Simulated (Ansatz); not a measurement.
The system is LaBi.

```
Bi La
1.0
     0.00000    3.28250    3.28250
     3.28250    0.00000    3.28250
     3.28250    3.28250    0.00000
Bi La
1 1
Direct
  0.50000 0.50000 0.50000
  0.00000 0.00000 0.00000
```

| Item | Value |
| --- | --- |
| Program | Ansatz 0.2.0 |
| Task | relaxation of cell and atoms |
| Functional | PBE |
| Potentials or basis | Ansatz PAW |
| Cutoff | 420 eV (not typed: the program's choice for these potentials) |
| k mesh | 7 × 7 × 7 |
| Occupations | fermi-dirac, width 0.05 eV |
| Spin | no spin polarisation |

At the start: volume 35.37 Å³/atom.

Question: Where does the relaxation end?

Answer: It ends after 5 steps and the volume is 36.94 Å³/atom (+4.5 %); space group Fm-3m (No. 225, to 0.05 Å).

Step by step:
```csv
step,energy change (eV),largest force (eV/Å),volume (Å³)
1,0.0000,0.0000,70.74
2,-0.0146,0.0000,75.73
3,-0.0212,0.0000,74.02
4,-0.0212,0.0000,73.89
5,-0.0215,0.0000,73.89
```

Final structure:
```
Bi La
1.0
     0.00000    3.33054    3.33054
     3.33054    0.00000    3.33054
     3.33054    3.33054    0.00000
Bi La
1 1
Direct
  0.50000 0.50000 0.50000
  0.00000 0.00000 0.00000
```

Caveat: the plane-wave basis is chosen anew once the cell has moved, so the energies of steps on either side of that aren't comparable.
